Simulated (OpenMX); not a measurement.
Runs of OpenMX 3.8.5 on BiTe. It takes space group R-3m (No. 166, trigonal). Conventional cell: a = 4.845 Å, b = 4.845 Å, c = 9.952 Å, α = 90.00°, β = 90.00°, γ = 120.00°. Around Bi (site symmetry -3m) lie 6 Te at 3.25 Å. Te (site symmetry -3m) is surrounded by 6 Bi at 3.25 Å. The cell comes from a database or a generator and needn't be the stable form of this composition.

| level | gap on the mesh (eV) | pressure (GPa) |
| --- | --- | --- |
| PBE+D3 | none | 0.1 |
| PBE | none | (a) |
| PBE+D4 | none | -0.8 |
| PBE+D3(BJ) | none | -0.8 |

Alike in all rows: task single point; potentials or basis OpenMX 2013 PBE set, Bi8.0-s3p2d2f1, Te7.0-s3p2d2f1, grid cutoff 500 Ry; no spin polarisation; cell as given; k mesh 5 × 5 × 5; smearing fermi-dirac 0.05 eV.

Task: Estimate the missing entries.

Result: (a) 1.4.

Caveats: spin-orbit coupling is left out, which moves the levels of the heavy elements; the basis of atomic orbitals isn't converged, which shifts pressures, moduli and gaps; pairwise dispersion overbinds metals, which lowers pressure and volume (some runs).

A k mesh can miss the band edges, and the runs leave out spin-orbit coupling on Bi, Te.

A gap of «none» marks a metal or a gap under the smearing width.
